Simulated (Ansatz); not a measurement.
# Ag20Pb slab: relaxing the atoms

Aim: for Ag20Pb slab, one run (relaxing the atoms).

Method: DFT PBEsol, scalar-relativistic, plane waves, PAW, in Ansatz 0.2.0.

## Step 1: The starting structure

Symmetry: P31m, No. 157, trigonal system. Conventional cell: a = 4.985 Å, b = 4.985 Å, c = 26.099 Å, α = 90.00°, β = 90.00°, γ = 120.00°. Around Ag (site symmetry 3m) lie 9 Ag at 2.88 Å. Around Ag (site symmetry m) lie 12 Ag at 2.88 Å. Ag (site symmetry 3m) is surrounded by 12 Ag at 2.88 Å. Around Ag (site symmetry m) lie 11 Ag at 2.88 Å and 1 Pb at 3.21 Å. Pb (site symmetry 3m) is surrounded by 9 Ag at 2.91 to 3.21 Å. Ag (site symmetry 3) is surrounded by 9 Ag at 2.88 Å. Only part of the 10 independent sites is listed.

As a file:

```xyz
21
Lattice="4.3169 2.4924 0.0000 0.0000 4.9847 0.0000 0.0000 0.0000 26.0989" Properties=species:S:1:pos:R:3 pbc="T T T"
Ag    0.0000    0.0000    6.0000
Ag    1.4390    0.8308    8.3498
Ag    0.0000    1.6616   10.6996
Ag    0.0000    0.0000   13.0494
Ag    1.4390    0.8308   15.3993
Ag    0.0000    1.6616   17.7491
Pb    0.0000    0.0000   20.4989
Ag    1.4390    2.4924    6.0000
Ag    2.8779    3.3231    8.3498
Ag    1.4390    4.1539   10.6996
Ag    1.4390    2.4924   13.0494
Ag    2.8779    3.3231   15.3993
Ag    1.4390    4.1539   17.7491
Ag    1.4390    2.4924   20.0989
Ag    2.8779    4.9847    6.0000
Ag    0.0000    3.3231    8.3498
Ag    2.8779    1.6616   10.6996
Ag    2.8779    4.9847   13.0494
Ag    0.0000    3.3231   15.3993
Ag    2.8779    1.6616   17.7491
Ag    2.8779    4.9847   20.0989
```

## Step 2: Relaxing the atoms: Ag20Pb slab, no spin

File input.yaml:

```yaml
crystal:
  lattice:
    - [4.3168868991, 2.4923558133, 0.0]
    - [0.0, 4.9847116266, 0.0]
    - [0.0, 0.0, 26.0988935736]
  atoms:
    - { symbol: Ag, position: [0.0, 0.0, 0.2298948031] }
    - { symbol: Ag, position: [0.3333333333, 0.0, 0.3199298688] }
    - { symbol: Ag, position: [0.0, 0.3333333333, 0.4099649344] }
    - { symbol: Ag, position: [0.0, 0.0, 0.5] }
    - { symbol: Ag, position: [0.3333333333, 0.0, 0.5900350656] }
    - { symbol: Ag, position: [0.0, 0.3333333333, 0.6800701312] }
    - { symbol: Pb, position: [0.0, 0.0, 0.7854315171] }
    - { symbol: Ag, position: [0.3333333333, 0.3333333333, 0.2298948031] }
    - { symbol: Ag, position: [0.6666666667, 0.3333333333, 0.3199298688] }
    - { symbol: Ag, position: [0.3333333333, 0.6666666667, 0.4099649344] }
    - { symbol: Ag, position: [0.3333333333, 0.3333333333, 0.5] }
    - { symbol: Ag, position: [0.6666666667, 0.3333333333, 0.5900350656] }
    - { symbol: Ag, position: [0.3333333333, 0.6666666667, 0.6800701312] }
    - { symbol: Ag, position: [0.3333333333, 0.3333333333, 0.7701051969] }
    - { symbol: Ag, position: [0.6666666667, 0.6666666667, 0.2298948031] }
    - { symbol: Ag, position: [0.0, 0.6666666667, 0.3199298688] }
    - { symbol: Ag, position: [0.6666666667, 0.0, 0.4099649344] }
    - { symbol: Ag, position: [0.6666666667, 0.6666666667, 0.5] }
    - { symbol: Ag, position: [0.0, 0.6666666667, 0.5900350656] }
    - { symbol: Ag, position: [0.6666666667, 0.0, 0.6800701312] }
    - { symbol: Ag, position: [0.6666666667, 0.6666666667, 0.7701051969] }
scf:
  occupations: { method: gaussian, width: 0.1 }
output:
  forces: true
  stress: false
  write_density: true
  write_potential: true
  elf: true
  volumetric_format: npy
hamiltonian:
  xc: pbesol
kpoints:
  mp_grid: { grid: [7, 7, 1] }
relax:
  f_tol: 0.01
```

Launch:

```console
$ ansatz run input.yaml --threads 8 --pin off --max-ram 24576MiB --backend cpu --events-out ev --progress --plain --runs-dir out
```

Log:

```text
Warning: RAYON_NUM_THREADS=8 ignored (pool sized by the plan → 8); use --threads N
Engine: ansatz 0.2.0, x86_64-unknown-linux-gnu
Pseudopotentials: kind: paw
Pseudopotential: Ag, paw, valence charge 19, recommended cutoff 420 eV (normal), Ag.paw.azcp
Pseudopotential: Pb, paw, valence charge 14, recommended cutoff 420 eV (normal), Pb.paw.azcp
Functional definition: PBEsol
  exchange = pbesol_x
  correlation = pbesol_c
Crystal: 21 atoms, lattice volume = 561.607 Å³
Basis set: ecut = 420 eV, 10989 PW (Γ), exchange–correlation on 72×72×360 points (8 copies of the dense FFT grid, shifted against one another)
Bands: 237, of which v1, the nominal top of the filled ones, is band 197 counted from 1 (196 counted from 0)
Symmetry: 6 space group operations
Space group: P31m (ITA 157), of the structure as read, at distance tolerance 8.3e-5 Å
k-points: 8 of 49 (time reversal used)
Non-local potential: Ag, projectors of the file, l = 0: 3, l = 1: 2, l = 2: 2, l = 3: 1
Non-local potential: Pb, projectors of the file, l = 0: 2, l = 1: 2, l = 2: 2, l = 3: 2
PAW form: soft (Blöchl's): semilocal exchange-correlation on the pseudo side does not see the compensation charge
PAW frozen core: Ag, regenerated for the run's functional, and the local potential with it (the file was generated under x = pbe(κ = 0.804, μ = 0.2195149727645171), c = pbe(β = 0.06672455060314922))
PAW frozen core: Pb, regenerated for the run's functional, and the local potential with it (the file was generated under x = pbe(κ = 0.804, μ = 0.2195149727645171), c = pbe(β = 0.06672455060314922))
PAW one-centre angular grid: Ag, 590 points (default); XC on 64 Gauss nodes
PAW one-centre angular grid: Pb, 590 points (default); XC on 64 Gauss nodes
Initial density: superposition of atomic densities (neutral atoms: chi_scale 0, normalization atom), corrected by the library's trained network
Initial wavefunctions: pseudopotential atomic-orbital guess
Functional: x = pbesol(κ = 0.804, μ = 0.12345679012345678), c = pbesol(β = 0.046)
SCF iter   1: F=—  HF=-162197.685717 eV  |F-HF|=—  |Δ(HF+E_count)|=         —  Δρ=7.66e-3  dr2=3.74e-1  ethr=1.77e-3  ⟨swp⟩=6.1  Hψ=7175  notcnv=0  defer=101
preconditioner: auto → LDOS  [insulator: Δε(μ)=0.143 eV  Ē_g=10.312 eV  σ=0.100 eV  W_gap=0.62  n_scr=152 (ndim 8)  ℏωp=24.0 eV  f_vac=0.337  D(μ)=5.07/eV (n_scr^D=10)  ε∞_Penn≈6.4  β→1.0]
SCF iter   2: F=—  HF=-162197.813809 eV  |F-HF|=—  |Δ(HF+E_count)|=   1.28e-1  Δρ=1.22e-2  dr2=8.68e-1  ethr=9.50e-5  ⟨swp⟩=2.0  Hψ=3815  notcnv=0  defer=265
SCF iter   3: F=—  HF=-162197.606593 eV  |F-HF|=—  |Δ(HF+E_count)|=   2.07e-1  Δρ=7.59e-4  dr2=7.83e-3  ethr=9.50e-5  ⟨swp⟩=2.0  Hψ=3168  notcnv=0  defer=265
SCF iter   4: F=—  HF=-162197.605718 eV  |F-HF|=—  |Δ(HF+E_count)|=   8.75e-4  Δρ=4.59e-4  dr2=1.07e-3  ethr=1.99e-6  ⟨swp⟩=2.0  Hψ=3611  notcnv=0  defer=194
SCF iter   5: F=—  HF=-162197.605215 eV  |F-HF|=—  |Δ(HF+E_count)|=   5.02e-4  Δρ=1.15e-4  dr2=8.42e-5  ethr=2.71e-7  ⟨swp⟩=2.0  Hψ=3006  notcnv=0  defer=194
SCF iter   6: F=—  HF=-162197.605200 eV  |F-HF|=—  |Δ(HF+E_count)|=   1.56e-5  Δρ=1.89e-5  dr2=2.92e-6  ethr=2.14e-8  ⟨swp⟩=2.6  Hψ=3094  notcnv=0  defer=194
SCF iter   7: F=-162197.605199 eV  HF=-162197.605200 eV  |F-HF|=5.67e-7  |Δ(HF+E_count)|=   5.79e-8  Δρ=8.22e-6  dr2=7.62e-7  ethr=6.35e-10  ⟨swp⟩=11.1  Hψ=13885  notcnv=0
SCF 1 converged in 7 iterations: F = -162197.605199 eV  dr2 = 7.62e-7
relax step   1: F+E_penalty+E_count = -162197.60519922 eV  Δ(F+E_penalty+E_count) = +0.000e0 eV  max|allowed force component| = 1.094e-1 eV/Å  Δτ_max = 0.0000 Å  (7 SCF iters, dr2 threshold 2.50e-6 eV, accepted)
[... 12 lines left out ...]
relax step   2: F+E_penalty+E_count = -162197.61671441 eV  Δ(F+E_penalty+E_count) = -1.152e-2 eV  max|allowed force component| = 7.948e-2 eV/Å  Δτ_max = 0.1225 Å  (7 SCF iters, dr2 threshold 7.48e-7 eV, accepted)
[... 9 lines left out ...]
relax step   3: F+E_penalty+E_count = -162197.62364412 eV  Δ(F+E_penalty+E_count) = -6.930e-3 eV  max|allowed force component| = 1.038e-2 eV/Å  Δτ_max = 0.0444 Å  (7 SCF iters, dr2 threshold 3.95e-7 eV, accepted)
[... 7 lines left out ...]
relax step   4: F+E_penalty+E_count = -162197.62369655 eV  Δ(F+E_penalty+E_count) = -5.243e-5 eV  max|allowed force component| = 2.798e-3 eV/Å  Δτ_max = 0.0018 Å  (5 SCF iters, accepted)
NSCF: frozen V_eff on 8 k-points
the band table was solved once a step of the walk had ended and its energy, with any forces and stress, was formed, with the checks that follow a solve (8141 applications of the Hamiltonian). They found nothing against the state; the energy, forces and stress were not computed again (output.eigenvalues in the input reference)
WARN: The output density's exchange-correlation potential varies sharply where the density is thin. Do not read a vacuum level from v_tot or v_xc, or from such a field of the output density. On a cell that repeats whose density bears no net charge and no dipole along the vacuum's axis use v_es (v_loc + v_h of the components); under efield.dipole_correction with no amplitude use v_es + v_field, which holds any external_charges[].barrier, or the levels of the report's work_function block, which leave it out; under a non-zero efield.amplitude the vacuum is tilted and has no level; on a cell that repeats and bears such a dipole with no correction it is tilted too, and efield.dipole_correction with no amplitude gives each side of its ramp a level where efield: is served; in a cell that repeats whose density bears a net charge (total_charge, or a fill off its count) it is curved and has none; of a slab under crystal.periodic whose density bears no net charge use v_es, which has a level on each side, short of where the two are joined; of another it falls or rises all the way out and has none; of a slab beside external_charges read slab_vacuum_level instead, which it has where they leave it neutral. The grid or the basis barely resolves most such structure, and the values can differ between equally converged runs; as a rule a tighter scf.convergence.dr2_threshold does not remove it. Where the density itself ripples (under the LDA too) a higher basis.ecutwfc lessens it. The files hold the spikes' plane waves up to the density's cutoff. Files: v_tot_of_output_density and the like, and their columns of v_z.tsv (output.write_potential); v_xc_of_output_density and the like, and their columns of v_comp_z.tsv (output.write_potential_components). Measured: with its Gaussian average of σ = 0.25 Å subtracted twice, the exchange-correlation potential is over 0.1 eV at 8830 of the grid points where the equally averaged density (valence and model cores) is under 1e-3 e/Å³, and 0.922 eV at the most among them, at an averaged density of 1.7e-6 e/Å³. The input density's (outcome.potential() and, of a run that writes arrays, v_tot and v_xc) is over 0.1 eV, so measured, at 6488 points of its own thin density, 1.07 eV at the most. See output.write_potential in the manual, Limitations
SCF converged after 5 iterations
Free energy (F): -162197.623697 eV
Harris-Foulkes:  -162197.623697 eV  (|F-HF|=3.56e-8)
Internal energy: -162197.592938 eV  (E = F + TS)
E sigma→0 (E₀):  -162197.608317 eV
Entropy (-TS):   -0.030759 eV (-1.465 meV/atom)
Fermi energy:    9.562255 eV
--- Per-component energies (eV) ---
  E_band       = -7700.347095
  E_kinetic    = 10838.226748
  E_local      = -459510.773799  (includes V_loc(G=0)·N_el)
  E_nonlocal   = 2002.895641
  E_hartree    = 226175.574544
  E_xc         = -3890.913222
  E_vxc        = -4817.824459  (∫ρ·V_xc dr)
  E_paw        = -86949.368296  (= ΣΔE_a)
  E_vpaw       = -8564.050318  (= ΣTr[D̂ρ^β])
  E_aug_tail   = 0.006009  (compensation charges beyond the density's cutoff)
  E_ewald      = 149130.242539
  E_core_change = 6.516898  (= ΣΔE_core)
  E_smearing   = -0.030759  (= −TS)
  E_closure    = -0.000000  (closes the sum)
  Σ components = -162197.623697   (vs F -162197.623697, Δ=0.00e0)
--- Forces (eV/Å), atoms counted from 1 ---
  atom   1  Ag     0.00000000    -0.00000000     0.00012699
  atom   2  Ag     0.00004749     0.00002742     0.00009084
  atom   3  Ag    -0.00000000    -0.00019989    -0.00004897
  atom   4  Ag    -0.00000000     0.00000000     0.00050393
  atom   5  Ag     0.00027767     0.00016032    -0.00005374
  atom   6  Ag    -0.00000000    -0.00067760     0.00011753
  atom   7  Pb     0.00000000     0.00000000     0.00280263
  atom   8  Ag     0.00000000    -0.00000000    -0.00000121
  atom   9  Ag    -0.00004749     0.00002742     0.00009084
  atom  10  Ag    -0.00017311     0.00009995    -0.00004897
  atom  11  Ag    -0.00000000     0.00000000    -0.00033414
  atom  12  Ag    -0.00027767     0.00016032    -0.00005374
  atom  13  Ag    -0.00058682     0.00033880     0.00011753
  atom  14  Ag    -0.00000000     0.00000000    -0.00148838
  atom  15  Ag     0.00000000    -0.00000000    -0.00000121
  atom  16  Ag     0.00000000    -0.00005484     0.00009084
  atom  17  Ag     0.00017311     0.00009995    -0.00004897
  atom  18  Ag     0.00000000    -0.00000000    -0.00033414
  atom  19  Ag     0.00000000    -0.00032063    -0.00005374
  atom  20  Ag     0.00058682     0.00033880     0.00011753
  atom  21  Ag     0.00000000    -0.00000000    -0.00148838
  max |Σ_I F_I| component: 1.03e-4 eV/Å
--- Band table (eV; the first three rows and the last of 8) ---
  k-point 0: bands = ["-82.3997", "-82.3912", "-82.3885", "-82.3828", "-82.3828", "-82.3816", "-82.3788", "-82.3763", "-82.3763", "-82.3588", "-82.3499", "-82.3462", "-82.3420", "-82.3415", "-82.3415", "-82.3376", "-82.3376", "-82.1680", "-82.1475", "-82.1407", "-45.9688", "-45.9476", "-45.9476", "-45.9390", "-45.9390", "-45.9376", "-45.9361", "-45.9342", "-45.9342", "-45.9296", "-45.9155", "-45.9121", "-45.9121", "-45.9120", "-45.9015", "-45.9004", "-45.9004", "-45.8986", "-45.8915", "-45.8915", "-45.8910", "-45.8817", "-45.8817", "-45.8795", "-45.8787", "-45.8783", "-45.8783", "-45.8710", "-45.8710", "-45.8571", "-45.8505", "-45.8505", "-45.8396", "-45.8330", "-45.8330", "-45.8325", "-45.8231", "-45.8222", "-45.8222", "-45.8212", "-45.8191", "-45.8191", "-45.8170", "-45.8170", "-45.7977", "-45.7977", "-45.7882", "-45.7882", "-45.7852", "-45.7768", "-45.7768", "-45.7051", "-45.7051", "-45.6913", "-45.6913", "-45.6472", "-45.6264", "-45.6202", "-45.6064", "-45.6064", "-7.1642", "-7.1080", "-7.1080", "-7.0893", "-7.0893", "-0.1117", "1.7090", "2.2163", "2.8237", "3.0495", "3.0957", "3.2683", "3.7275", "3.7325", "3.7325", "3.7397", "3.7404", "3.7404", "3.9071", "3.9085", "3.9085", "3.9326", "3.9549", "3.9549", "4.1160", "4.1160", "4.1433", "4.1433", "4.1806", "4.1889", "4.2408", "4.2408", "4.2505", "4.2505", "4.3885", "4.3919", "4.4006", "4.5347", "4.6124", "4.6124", "4.6637", "4.6920", "4.6920", "4.6957", "4.7125", "4.7125", "4.7561", "4.7561", "4.7681", "4.7681", "4.8121", "4.8121", "4.8129", "4.8242", "4.8242", "4.8272", "4.8618", "4.8618", "4.8642", "4.8846", "4.8846", "4.9244", "4.9244", "5.0441", "5.0441", "5.1963", "5.1963", "5.2130", "5.2130", "5.2266", "5.2266", "5.2921", "5.5747", "5.6681", "5.6724", "5.6881", "5.6881", "5.7073", "5.7073", "5.7088", "5.7397", "5.7438", "5.7438", "5.7714", "5.7714", "5.7772", "5.7772", "5.8412", "5.8412", "5.8991", "5.8991", "6.1310", "6.1310", "6.1594", "6.3024", "6.3213", "6.3326", "6.3326", "6.4063", "6.4063", "6.4253", "6.4253", "6.4964", "6.5030", "6.5030", "6.5205", "6.5354", "6.5354", "6.5799", "6.5799", "6.7118", "8.0235", "9.3588", "10.0416", "11.5895", "11.5895", "12.5409", "12.5409", "12.7100", "12.7754", "12.7901", "12.7901", "12.7955", "12.8576", "12.8576", "12.9443", "13.1372", "13.2384", "13.2384", "13.6197", "13.6197", "13.7582", "13.9995", "14.0690", "14.0971", "14.0971", "14.3295", "14.5161", "14.5161", "14.5735", "14.8547", "14.9359", "14.9359", "15.6042", "15.6042", "15.7394", "15.7459", "16.1536", "16.2622", "16.2764", "16.7936", "16.7936", "17.3979", "17.5466", "17.5466", "18.1562", "18.2801"]
[... 3 lines left out ...]
--- Relaxed structure (4 steps of the walk, 4 accepted, 0 SCFs on fresh bases) ---
  F+E_penalty+E_count = -162197.62369655 eV   max|allowed force component| = 2.798e-3 eV/Å
  atoms:
    - { symbol: Ag, position: [1.3095708624097362e-18, -6.635892250721849e-19, 0.2328297018551654] }
    - { symbol: Ag, position: [0.3337169031347797, -2.7755575615628914e-17, 0.32154890722893276] }
    - { symbol: Ag, position: [1.9333638987575592e-19, 0.33333261520236795, 0.41040532439209415] }
    - { symbol: Ag, position: [-3.0563924962514304e-20, 6.478168613940254e-21, 0.49994002800618415] }
    - { symbol: Ag, position: [0.3346447631167966, 0.0, 0.5890151057332055] }
    - { symbol: Ag, position: [-7.933640947380637e-19, 0.33157280978842574, 0.6783054889466663] }
    - { symbol: Pb, position: [-2.608507037108503e-19, 1.2162155798810749e-19, 0.7848569109484492] }
    - { symbol: Ag, position: [0.3333333333333333, 0.33333333333333337, 0.23266720326893836] }
    - { symbol: Ag, position: [0.6662830968652202, 0.33371690313477975, 0.32154890722893276] }
    - { symbol: Ag, position: [0.33333261520236795, 0.6666673847976321, 0.41040532439209415] }
    - { symbol: Ag, position: [0.3333333333333333, 0.33333333333333337, 0.49968433214063085] }
    - { symbol: Ag, position: [0.6653552368832033, 0.33464476311679664, 0.5890151057332055] }
    - { symbol: Ag, position: [0.33157280978842574, 0.6684271902115742, 0.6783054889466663] }
    - { symbol: Ag, position: [0.3333333333333333, 0.33333333333333337, 0.7675860648341837] }
    - { symbol: Ag, position: [0.6666666666666666, 0.6666666666666667, 0.23266720326893836] }
    - { symbol: Ag, position: [7.207540665238861e-19, 0.6662830968652202, 0.32154890722893276] }
    - { symbol: Ag, position: [0.666667384797632, 5.551115123125783e-17, 0.41040532439209415] }
    - { symbol: Ag, position: [0.6666666666666666, 0.6666666666666667, 0.49968433214063085] }
    - { symbol: Ag, position: [-4.6013610081410825e-19, 0.6653552368832034, 0.5890151057332055] }
    - { symbol: Ag, position: [0.6684271902115742, 5.551115123125783e-17, 0.6783054889466663] }
    - { symbol: Ag, position: [0.6666666666666666, 0.6666666666666667, 0.7675860648341837] }
```

Run time: 57 s. Hardware: 8 threads of Intel Xeon Platinum 8488C (Sapphire Rapids), shared host; peak memory 5.5 GiB.

The steps of the relaxation:

```
step  energy from step 1 (eV/cell)  largest force component (eV/Å)
   1                        0.0000                          0.1094
   2                       -0.0115                          0.0795
   3                       -0.0184                          0.0104
   4                       -0.0185                          0.0028
```

Step 1 is the start.

Density in a lattice plane of the grid's cell (edges 4.98 and 26.10 Å, at 0.000 of the third edge), which holds Ag and Pb.

Values in e/Å³, 12 rows by 6 columns:
```
 0.00  0.00  0.00  0.00  0.00  0.00
 0.25  0.11  0.03  0.02  0.03  0.11
 1.00  0.29  0.14  0.19  0.16  0.30
 0.15  0.21  0.16  1.31 14.49  1.36
 0.16  1.57 18.34  1.80  0.16  0.21
20.37  1.71  0.17  0.22  0.17  1.71
 0.16  0.22  0.16  1.70 18.05  1.60
 0.14  1.28 14.38  1.37  0.16  0.20
10.38  0.91  0.16  0.19  0.14  0.90
 0.03  0.02  0.02  0.02  0.02  0.02
 0.00  0.00  0.00  0.00  0.00  0.00
 0.00  0.00  0.00  0.00  0.00  0.00
```
Columns run along the first of these edges and rows up along the second, over one cell in 6 and 12 even steps from the bottom left corner. Atoms in the plane (fractional): Ag at (0.00, 0.23), Ag at (0.33, 0.32), Ag at (1.00, 0.50), Ag at (0.33, 0.59), Pb at (1.00, 0.78), Ag at (0.67, 0.41), Ag at (0.67, 0.68).

ELF in the same plane.

Ten even steps from '0' (0.00) to '9' (0.86):
```
000000
000000
431013
043234
432223
221363
122252
248421
222212
942124
221221
212484
125222
226311
732223
422222
000000
000000
000000
000000
```
Columns run along the first of these edges and rows up along the second, over one cell in 6 and 20 even steps from the bottom left corner. Atoms in the plane (fractional): Ag at (0.00, 0.23), Ag at (0.33, 0.32), Ag at (1.00, 0.50), Ag at (0.33, 0.59), Pb at (1.00, 0.78), Ag at (0.67, 0.41), Ag at (0.67, 0.68).

Both are smooth fields of the valence electrons: close to the nuclei they are not physical.

## Step 3: Results

```
step  energy (eV)  gap on the mesh (eV)  time
   2  -162197.608                  0.00  57 s
```

In words: The runs treat Pb without spin-orbit coupling.
